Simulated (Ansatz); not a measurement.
# CH4ClFGeO: the cost of one run

Program: Ansatz 0.2.0. Level of theory: RKS LDA/def2-mTZVP. These are calculated values, not measurements.

1 further run of the same task is left out (it didn't finish).

## (1) The structure to begin with

Bond lengths: O1–Ge2 1.754 Å, Ge2–F3 1.732 Å, Ge2–C4 1.867 Å, C4–Cl5 1.810 Å, O1–H6 1.021 Å, Ge2–H7 1.560 Å, C4–H8 1.107 Å, C4–H9 1.184 Å. Angles: O1–Ge2–F3 108.5°, O1–Ge2–C4 111.6°, O1–Ge2–H7 108.4°, F3–Ge2–C4 108.8°, F3–Ge2–H7 109.3°, C4–Ge2–H7 110.1°, Ge2–O1–H6 106.6°, Ge2–C4–Cl5 111.8°, Ge2–C4–H8 111.5°, Ge2–C4–H9 111.0°, Cl5–C4–H8 107.2°, Cl5–C4–H9 107.5°, H8–C4–H9 107.5°.

As a file:

```xyz
9

O     1.0275    1.6596    0.1949
Ge    0.8349   -0.0724   -0.0004
F     1.4835   -0.8583    1.4007
C    -0.9608   -0.5491   -0.1823
Cl   -1.7166    0.2195   -1.6369
H     0.4499    1.9299    0.9923
H     1.6385   -0.5194   -1.2605
H    -1.0814   -1.6438   -0.2897
H    -1.5870   -0.2122    0.7647
```

## (2) Relaxing end A

input.yaml reads:

```yaml
crystal:
  periodic: [false, false, false]
  atoms:
    - { symbol: O, position_ang: [1.0275, 1.6596, 0.1949] }
    - { symbol: Ge, position_ang: [0.8349, -0.0724, -0.0004] }
    - { symbol: F, position_ang: [1.4835, -0.8583, 1.4007] }
    - { symbol: C, position_ang: [-0.9608, -0.5491, -0.1823] }
    - { symbol: Cl, position_ang: [-1.7166, 0.2195, -1.6369] }
    - { symbol: H, position_ang: [0.4499, 1.9299, 0.9923] }
    - { symbol: H, position_ang: [1.6385, -0.5194, -1.2605] }
    - { symbol: H, position_ang: [-1.0814, -1.6438, -0.2897] }
    - { symbol: H, position_ang: [-1.587, -0.2122, 0.7647] }
basis:
  gaussian: { orbitals: def2-mTZVP }
hamiltonian:
  xc: lda
relax:
  f_tol: 0.015
  max_steps: 40
output:
  orbitals: {}
```

Started as:

```
$ ansatz run input.yaml --threads 2 --pin off --max-ram 3072MiB --backend cpu --events-out ev --progress --plain --runs-dir out
```

Q: Estimate wall time and peak memory on 2 threads of Arm Neoverse V1, shared host.

About 14 s, with a peak of 0.18 GiB.
